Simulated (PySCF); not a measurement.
**TiCl+: from the state search to spectroscopic constants**

One table from this session's results is given with a row withheld; the runs are named, their logs left out.

The runs use PySCF 2.14.0; Ti def2-TZVPPD, Cl def2-TZVPPD, no relativity.

The first run:

The job is set up so:

```json
{"atoms": "Ti, Cl", "charge": "1", "basis": "Ti def2-TZVPPD, Cl def2-TZVPPD", "Hamiltonian": "no relativity", "basis functions": "118", "electrons treated": "38", "masses in u": "47.9479, 34.9689", "levels": "PBE0, PBE, r²SCAN, PBEsol, B97-3, revPBE, PW91, B2PLYP, CAM-B3LYP, HF, MP2, SCS-MP2, CCSD, CCSD(T)", "grid": "80 radial by 434 angular points", "occupations": "held fixed by the projection of orbital angular momentum", "dissociation limit": "Ti+ + Cl, each in its ground configuration", "starting distance in angstrom": "2.335", "values of 2S to try": "0, 2, 4, 6"}
```

Run with:

```sh
OMP_NUM_THREADS=2 python dia.py task.json out
```

Among the steps run: The job; The PBE0 curve of the state that the search chose; Higher solutions at PBE0; PBE (GGA); r²SCAN (meta-GGA); PBEsol; B97-3 (global hybrid GGA); revPBE; PW91 (GGA); B2PLYP; CAM-B3LYP; UHF (mean field); MP2 and coupled cluster.

One table of the session follows, with a row left open; its other results are not shown here.

It belongs to the step «The curves together». Energy (eV) from each level's lowest point:

```
R (Å)    UHF  UHF-MP2  UHF-SCS-MP2    PBE  PBEsol
1.878  1.926    1.308        1.426  1.134   1.018
1.966  1.007    0.599        0.676  0.495   0.418
2.053    n/a      n/a          n/a  0.148   0.105
2.119  0.186    0.051        0.070  0.029   0.008
2.184      ?        ?            ?      ?       ?
2.249  0.000    0.026        0.009  0.041   0.059
2.337  0.042    0.149        0.113  0.174   0.214
2.446  0.218    0.403        0.347  0.425   0.488
2.577  0.543    0.797        0.722  0.794   0.879
2.752  1.077    1.393        1.299  1.321   1.430
```

**Question.** Estimate the row for R (Å) = 2.184.

Worked estimate for «UHF». A straight line through the neighbours (2.119, 0.186) and (2.249, 0.000) gives 0.186 + (0.000 − 0.186) × (2.184 − 2.119) / (2.249 − 2.119) = 0.093; a parabola fitted to 4 rows on both sides gives 0.038.

The run gave: UHF: 0.048; UHF-MP2: 0.000; UHF-SCS-MP2: 0.000; PBE: 0.000; PBEsol: 0.000. In «UHF» the line misses by +0.045 and the parabola by -0.010.

To keep in mind: The state is the lowest single determinant that the PBE0 search found; with open d or f shells the true ground state can be another one.
